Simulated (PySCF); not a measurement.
# GaB: bond curves at several levels of theory

What are the lowest state that PBE0 finds, the bond length, vibrational wavenumber and bond energy of GaB, and how much do these hang on the method?

The runs use PySCF 2.14.0; Ga aug-cc-pVDZ-PP with ECP10, B aug-cc-pVDZ, scalar-relativistic core potentials.

1 further run of the same task is left out (it didn't finish).

**1. Set-up**

Settings of the job:

```json
{
  "atoms": "Ga, B",
  "charge": "0",
  "basis": "Ga aug-cc-pVDZ-PP with ECP10, B aug-cc-pVDZ",
  "Hamiltonian": "scalar-relativistic core potentials",
  "basis functions": "55",
  "electrons treated": "26",
  "masses in u": "68.9256, 11.0093",
  "levels": "PBE0, PBE, r²SCAN, TPSSh, MN15, M06, CAM-B3LYP, HF, MP2, SCS-MP2",
  "grid": "80 radial by 434 angular points",
  "occupations": "held fixed by the projection of orbital angular momentum",
  "dissociation limit": "Ga + B, each in its ground configuration",
  "starting distance in angstrom": "2.020",
  "values of 2S to try": "0, 2"
}
```

Started as:

```
$ OMP_NUM_THREADS=1 python dia.py task.json out
```

After this run come: The PBE0 curve of the state that the search chose; Other states along the same grid; PBE; r²SCAN (meta-GGA); TPSSh; MN15 (hybrid meta-GGA); M06; CAM-B3LYP (range-separated hybrid); UHF (mean field).

**Question.** What will these runs give? Wanted: for each run, Re; ωe; De; μ.

**Answer**, as computed:

Lowest PBE0 solution found, without spin–orbit coupling: ³Π (triplet), unpaired electrons σ ↑, π ↑. State 2 has its PBE0 minimum 0.03 eV higher. State 3 has its PBE0 minimum 0.17 eV higher, as a spin-mixed determinant (⟨S²⟩ = 1.02), so this is no gap between pure states. State 4 has its PBE0 minimum 0.26 eV higher, as a spin-mixed determinant (⟨S²⟩ = 1.01), so this is no gap between pure states. The other levels ran on the lowest alone.

```tsv
level	Re (Å)	ωe (cm⁻¹)	De (eV)	μ (D)
UHF	2.256	432	1.10	-1.37
UHF-MP2	2.249	441	1.61	n/a
UHF-SCS-MP2	2.253	440	1.44	n/a
PBE	2.274	393	2.08	-1.52
r²SCAN	2.244	418	2.06	-1.26
TPSSh	2.260	408	1.89	-1.47
PBE0	2.249	419	1.94	-1.51
M06	2.275	397	1.86	-1.90
MN15	2.255	410	1.92	-1.46
CAM-B3LYP	2.237	425	1.70	-1.64
```

De is counted to Ga + B in their ground configurations. A positive dipole means Ga(−)B(+).

What this shows: The methods spread over 0.037 Å in bond length, from CAM-B3LYP to M06. Among the levels with a De in the table, it runs from 1.10 eV (UHF) to 2.08 eV (PBE).

Correlated steps freeze 5 core orbitals.
